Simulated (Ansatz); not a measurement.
# GaOs3: the cost of one run

Method: DFT PBE, scalar-relativistic, plane waves, PAW, in Ansatz 0.2.0.

## 1. The starting structure

Symmetry: Pm-3m, No. 221, cubic system. Conventional cell: a = 3.831 Å, b = 3.831 Å, c = 3.831 Å, α = 90.00°, β = 90.00°, γ = 90.00°. Ga (site symmetry m-3m) is surrounded by 12 Os at 2.71 Å. Os (site symmetry 4/mmm) has 4 Ga at 2.71 Å and 8 Os at 2.71 Å as nearest neighbours.

Structure file:

```
CELL_PARAMETERS angstrom
3.83063 0.00000 0.00000
0.00000 3.83063 0.00000
0.00000 0.00000 3.83063
ATOMIC_POSITIONS crystal
Ga 0.00000 0.00000 0.00000
Os 0.00000 0.50000 0.50000
Os 0.50000 0.00000 0.50000
Os 0.50000 0.50000 0.00000
```

This is candidate A: Cu3Au (L1_2) type (Pm-3m, No. 221).

(A quick probe on a coarse mesh, which set the mesh and smearing, is not shown.)

## 3. Coarse relaxation (candidate A)

Contents of input.yaml:

```yaml
crystal:
  lattice:
    - [3.8306309368, 0.0, 0.0]
    - [0.0, 3.8306309368, 0.0]
    - [0.0, 0.0, 3.8306309368]
  atoms:
    - { symbol: Ga, position: [0.0, 0.0, 0.0] }
    - { symbol: Os, position: [0.0, 0.5, 0.5] }
    - { symbol: Os, position: [0.5, 0.0, 0.5] }
    - { symbol: Os, position: [0.5, 0.5, 0.0] }
basis:
  ecutwfc: 420
kpoints:
  mp_grid: { grid: [4, 4, 4] }
hamiltonian:
  xc: pbe
scf:
  occupations: { method: gaussian, width: 0.1 }
  lower_state_search: "off"
output:
  forces: true
  stress: true
  eigenvalues: true
relax:
  adjacent_minimum: "off"
  f_tol: 0.04
  max_steps: 70
  cell: { stress_tol: 0.4 }
```

Started as:

```console
> ansatz run input.yaml --threads 1 --pin off --max-ram 2560MiB --backend cpu --events-out ev --progress --plain --runs-dir out
```

**Question.** How long does this run take on 1 thread of Arm Neoverse N1, shared host, and how much memory does it need?

About 13 s, with a peak of 0.32 GiB.
